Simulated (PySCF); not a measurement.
**C₄H₁₁B₂P: electronic excitations**

What electronic excitations should C₄H₁₁B₂P (`BPB(C)C1CC1`) show?

Programs: PySCF 2.14.0, with density-fitted response routines of our own. Each step states its level of theory. These are calculated values for one molecule in the gas phase, unless marked as measured. Atoms are numbered from 0 throughout.

## (1) The molecule as given

18 atoms, charge 0, multiplicity 1; geometry from: GFN2-xTB.

Bonds of the start (Å): B0–P1 1.80, P1–B2 1.84, B2–C3 1.58, B2–C4 1.56, C4–C5 1.52, C5–C6 1.48, C6–C4 1.52, B0–H7 1.17, B0–H8 1.17, P1–H9 1.38, C3–H10 1.09, C3–H11 1.09, C3–H12 1.09, C4–H13 1.09, C5–H14 1.08, C5–H15 1.08, C6–H16 1.08, C6–H17 1.08.

## (2) TDDFT and polarisability: wB97X-D/def2-SVPD

Job settings and geometry (Å):

```
{"job": {"kind": "uv", "xc": "wB97X-D", "basis": "def2-SVPD", "nstates": 8, "ntriplets": 3}, "charge": 0, "multiplicity": 1}
B      3.101856     0.321611    -0.426646
P      1.482357    -0.219974    -0.993303
B     -0.043309     0.591103    -0.359063
C     -0.019557     2.151462    -0.090286
C     -1.366387    -0.196803    -0.130563
C     -1.745666    -1.377649    -1.004266
C     -1.365350    -1.615368     0.408728
H      3.276426     1.456194    -0.197687
H      3.986855    -0.441140    -0.365789
H      1.369508    -1.592387    -0.957802
H     -0.158733     2.357218     0.971432
H     -0.837394     2.657388    -0.602843
H      0.907760     2.633202    -0.394022
H     -2.219271     0.388564     0.201808
H     -1.051498    -1.668687    -1.779425
H     -2.782594    -1.480036    -1.287939
H     -0.408608    -2.074481     0.614307
H     -2.135154    -1.883899     1.116941
```

Method: TDDFT wB97X-D/def2-SVPD, vertical, gas phase, core orbitals frozen in the response.

Command:

```sh
$ OMP_NUM_THREADS=1 python probes_run.py task.json out
```

The driver reads the jobs from task.json and runs them one after another.

What will the session give for the following? lowest singlet (wB97X-D/def2-SVPD); lowest triplet. Wanted: lowest singlet; lowest triplet.

As calculated:

```
                          quantity                        value
lowest singlet (wB97X-D/def2-SVPD)  4.96 eV (250 nm), f = 0.299
                    lowest triplet                      3.65 eV
```

What this shows: The lowest singlet, at 4.96 eV, is HOMO→LUMO 0.95 and is bright. The lowest triplet lies 1.31 eV below the lowest singlet (triplets in Tamm-Dancoff, singlets in full TDDFT).
